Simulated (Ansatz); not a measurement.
# What each level of theory costs: C14H10, SMILES c1ccc2cc3ccccc3cc2c1, on Neoverse N1 cores, threads left to the program

All times were clocked for whole runs of Ansatz 0.2.0, start-up included, one run at a time with no other job on the machine: an Arm Neoverse N1 node (56 of its 64 cores, memory capped at 64 GiB). Times and memory are rounded to two significant figures, and ratios are formed from the unrounded values. A row is a single run, so small differences between rows aren't established. Precision is the program's default, which can work at lower precision in parts of a run. Ansatz fits or factors the two-electron integrals of a Gaussian basis by default. It has two schemes, and a run can build a set of factors by either or by both: the log gives each set's size, with a bound on the integrals' error for one scheme and none for the other.

The first rung is HF.

Commands are shown without the flags for output files and display.

| Property | Result |
| --- | --- |
| atoms | 24 |
| electrons | 94 |
| basis | def2-svp |
| basis functions | 246 |
| integral factors (in one run; the count can differ a little by machine) | 3296 (no error bound) |

Input:

```yaml
crystal:
  periodic: [false, false, false]
  atoms:
    - { symbol: C, position_ang: [3.7000, 0.2700, -0.3100] }
    - { symbol: C, position_ang: [3.5900, -0.9200, 0.4000] }
    - { symbol: C, position_ang: [2.3300, -1.4000, 0.7400] }
    # ... 20 more atoms, left out here ...
    - { symbol: H, position_ang: [2.6600, 1.9000, -1.2400] }
basis:
  gaussian: { orbitals: def2-svp }
hamiltonian: { xc: hf }
```

Command for every rung:

```bash
taskset -c 8-63 ansatz run input.yaml --backend cpu --max-ram 64GiB
```

Lines that stand in the other rungs' inputs in place of, or beside, those above:

```yaml
# PBE
hamiltonian: { xc: pbe }
# r2SCAN
hamiltonian: { xc: r2scan }
# PBE0
hamiltonian: { xc: pbe0 }
# wB97M-V
hamiltonian: { xc: { name: wB97M-V } }
# MP2
correlation: { method: mp2 }
# (no hamiltonian line)
# RPA on PBE0
hamiltonian: { xc: pbe0 }
correlation: { method: rpa }
```

| level | wall time | stage clocks | of them the mean-field stage | outside them | integral factors | SCF iterations | threads | host memory (GiB) |
| --- | --- | --- | --- | --- | --- | --- | --- | --- |
| HF | 1.2 s | 1.1 s |  | 0.079 s | 3296 (no error bound) | 15 | 56 | 1.0 |
| PBE | 1.4 s | 1.2 s |  | 0.11 s | 2792 (no error bound) | 21 | 56 | 0.68 |
| PBE0 | 1.7 s | 1.6 s |  | 0.11 s | 2792 (no error bound) | 18 | 56 | 1.1 |
| r2SCAN | 2.3 s | 2.2 s |  | 0.13 s | 2792 (no error bound) | 19 | 56 | 0.82 |
| RPA on PBE0 | 3.9 s | 3.8 s | 2.6 s | 0.15 s | 2554 (error up to 1.4e-3 eV) | 22 | 56 | 1.2 |
| wB97M-V | 5.0 s | 4.8 s |  | 0.18 s | 2792 (no error bound) and 610 (error up to 6.9e-6 eV) | 21 | 56 | 1.6 |

The stage clocks are the program's own, summed: the mean-field stage and the correlated steps. The mean-field stage is one clock over all work up to the reference state: integrals, SCF, tests for a lower state where a run makes them. The correlated steps include the solver's set-up. Outside lie the rest of start-up and exit.

SCF iterations count the mean-field evaluations that the program logged over all starts and steps, those after a first convergence included. Functionals ending in -V hold the non-local VV10 term, a sum over pairs of grid points whose cost follows the grid and not the basis. Correlated methods freeze the cores.

The correlated rungs have a mean-field stage of their own, with their own integral factors and tests, which can cost more than the first rung's, so the added time isn't the cost of correlation alone.

The first rung takes only 1.2 s, 1.1 s of it on the stage clocks, in a single run. That is too short to divide by, since fixed costs and noise weigh heavily on it, so no ratios to it are given. The cost of one level against another in a larger system can differ much from what these times suggest.

How long does MP2 take on Neoverse N1 cores, threads left to the program?

4.4 s, against 1.2 s for the first rung, in 26 SCF iterations against 15; peak host memory 1.2 GiB. The mean-field stage takes 4.1 s, the correlated steps 0.18 s. Remarks: unrestricted follow-up. «unrestricted follow-up»: the restricted mean field was unstable, and the run also converged an unrestricted one, which adds iterations and time; MP2 and CCSD(T) stand on the restricted one. A row without this remark may not have been tested. Its integral factors: 2554 (error up to 1.4e-3 eV); in the first rung: 3296 (no error bound).
